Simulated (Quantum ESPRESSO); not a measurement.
The system is Ti.

```
CELL_PARAMETERS angstrom
0.00000 2.20300 2.20300
2.20300 0.00000 2.20300
2.20300 2.20300 0.00000
ATOMIC_POSITIONS crystal
Ti 0.00000 0.00000 0.00000
```

The cell was built by a generator and needn't be a form met in nature.

Base run:

* Program: Quantum ESPRESSO 7.5
* Functional: PBEsol
* Potentials or basis: GBRV 1.5 PBEsol
* Cutoff: 612 eV
* Density cutoff: 4898 eV
* k mesh: 16 × 16 × 16
* Occupations: methfessel-paxton, width 0.1 eV
* Spin: no spin polarisation

Its results: band gap on the k mesh none (metal or under the smearing width); pressure -18.4 GPa.

**Question.** The run is repeated on the same cell with these changes: functional from PBEsol to LDA; potentials or basis from GBRV 1.5 PBEsol to GBRV 1.5 LDA. What comes out?

**Answer.** Band gap on the k mesh none (metal or under the smearing width); pressure -21.1 GPa.

Caveats: so large a pressure means that the cell lies far from this level's equilibrium, or that cutoff or potentials fall short.

Not every run made on this cell is shown here.
